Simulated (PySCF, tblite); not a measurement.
# C₇H₁₂BFO: geometry, infrared bands and NMR shifts

Wanted: the infrared bands and NMR shifts of C₇H₁₂BFO (`CB(C)C1=C[C@@H](F)COC1`), by calculation.

Programs: tblite 0.8.0 and PySCF 2.14.0, with density-fitted response routines of our own. Each step states its level of theory. These are calculated values for one molecule in the gas phase, unless marked as measured. Atoms are numbered from 0 throughout.

### Step 1. The starting structure

22 atoms, charge 0, multiplicity 1; geometry from: force field or distance geometry start.

Bonds of the start (Å): C0–B1 1.60, B1–C2 1.58, B1–C3 1.60, C3–C4 1.35, C4–C5 1.50, C5–F6 1.38, C5–C7 1.54, C7–O8 1.41, O8–C9 1.42, C9–C3 1.51, C0–H10 1.11, C0–H11 1.11, C0–H12 1.12, C2–H13 1.11, C2–H14 1.12, C2–H15 1.12, C4–H16 1.08, C5–H17 1.12, C7–H18 1.10, C7–H19 1.11, C9–H20 1.11, C9–H21 1.12.

### Step 2. Relaxing the molecule with GFN2-xTB

What the job is given:

```
{"job": {"kind": "relax", "xc": "GFN2-xTB", "basis": "xTB"}, "charge": 0, "multiplicity": 1}
C     -2.182100    -1.626300    -0.381200
B     -1.559000    -0.189500    -0.065500
C     -2.519100     1.039900     0.211900
C      0.022700     0.018400    -0.028500
C      0.858900    -1.001000    -0.325700
C      2.348700    -0.821700    -0.304200
F      2.917900    -1.429200    -1.411000
C      2.731500     0.668600    -0.284100
O      1.951900     1.342100     0.674700
C      0.591500     1.391300     0.254500
H     -1.874400    -1.953700    -1.392600
H     -1.852600    -2.364600     0.376100
H     -3.303900    -1.575200    -0.345200
H     -3.585000     0.743300     0.081400
H     -2.303400     1.864300    -0.510200
H     -2.386700     1.417800     1.255500
H      0.481800    -1.990800    -0.541900
H      2.745800    -1.312900     0.616600
H      3.796500     0.767800    -0.010000
H      2.606000     1.113900    -1.295500
H      0.008900     1.888100     1.061500
H      0.493800     2.029000    -0.657900
```

On the command line:

```
> OMP_NUM_THREADS=1 python probes_run.py task.json out
```

One launch serves the whole session: the jobs run in the order shown.

**Question.** This job is followed by: GFN2-xTB harmonic vibrations, gas phase; GIAO PBE0/pcSseg-1 NMR shielding, non-relativistic, gas phase. Predict these results of the whole session: strongest single infrared mode (GFN2-xTB); zero-point energy (GFN2-xTB); ¹³C shifts against TMS (PBE0/pcSseg-1, means over atoms taken as alike); ¹H shifts against TMS (PBE0/pcSseg-1, means over atoms taken as alike); ¹¹B shifts against BF3·OEt2 (PBE0/pcSseg-1); ¹⁹F shifts against CFCl3 (PBE0/pcSseg-1); ¹⁷O shifts against H2O (PBE0/pcSseg-1).

**Answer**, as computed:

| quantity | value |
| --- | --- |
| strongest single infrared mode (GFN2-xTB) | 1210 cm⁻¹, 227 km/mol |
| zero-point energy (GFN2-xTB) | 111.3 kcal/mol |
| ¹³C shifts against TMS (PBE0/pcSseg-1, means over atoms taken as alike) | 153.9, 151.2, 86.9, 72.4, 69.3, 12.1 ppm |
| ¹H shifts against TMS (PBE0/pcSseg-1, means over atoms taken as alike) | 7.10, 5.41, 4.61, 4.44, 4.42, 3.44, 0.92 ppm |
| ¹¹B shifts against BF3·OEt2 (PBE0/pcSseg-1) | 77.0 ppm |
| ¹⁹F shifts against CFCl3 (PBE0/pcSseg-1) | -228.1 ppm |
| ¹⁷O shifts against H2O (PBE0/pcSseg-1) | 30.6 ppm |

What this shows: Over 111 steps the energy fell by 0.218 eV; of the close pairs, C0–H12 changed most, 1.124 to 1.087 Å. All 60 modes are real, so the xTB geometry is a minimum. The strongest single mode, at 1210 cm⁻¹, is spread over many atoms; the largest shares are those of B1, C3. GFN2-xTB is a fitted tight-binding method: band positions and strengths are rough. Its intensities can rank the bands wrongly. H16 (hydrogen on an alkene CH) lies farthest downfield among hydrogen, at 7.10 ppm; attached to an sp2 carbon and in the plane of the double bond. At PBE0/pcSseg-1: The largest span, 236 ppm, is at C3, where the paramagnetic term is -230 ppm.
